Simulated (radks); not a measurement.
**Cs⁴⁺ in [Kr] 4d8 5s2 5p3 4f2: an all-electron calculation**

Wanted: eigenvalues, radial structure and energy terms of the caesium ion Cs4+.

The numbers are computed with radks (a radial shooting solver on a logarithmic mesh, Libxc functionals) version 1 (Dirac Kohn-Sham, LDA (Slater exchange, Perdew-Zunger correlation), spin-unpolarised, spherical densities, point nucleus; open shells fill j = l - 1/2 first), except any that are marked as measured or tabulated.

### Step 1. Starting point

* element: caesium (Z = 55)
* charge: +4
* electrons: 51
* configuration: [Kr] 4d8 5s2 5p3 4f2

### Step 2. The run

Input:

```text
Z 55
configuration [Kr] 4d8 5s2 5p3 4f2
relativity Dirac
functional lda,pz
spin unpolarised
j_filling energy
nucleus point
c 137.035999084
```

**Question.** What will this run give?

**Answer**, as computed:

```
                        quantity                   value
                    total energy      -7773.9402 hartree
exchange-correlation share of it                  2.37 %
                            −T/E                  1.0649
          highest occupied level       4f5/2, -35.043 eV
    most extended occupied level  5p3/2, <r> = 1.84 bohr
 radius at density 0.001 e/bohr³               3.41 bohr
    maxima of the radial density                       4
```

**Reading.** The radial density shows 4 maxima for 5 occupied principal shells; where shells overlap, one shows as a shoulder or not at all. −T/E is 1.065: with relativity the kinetic term as defined here no longer equals −E. This is not the tabulated ground configuration, so its levels and sizes aren't those of the ground state, and no measured value stands beside it.
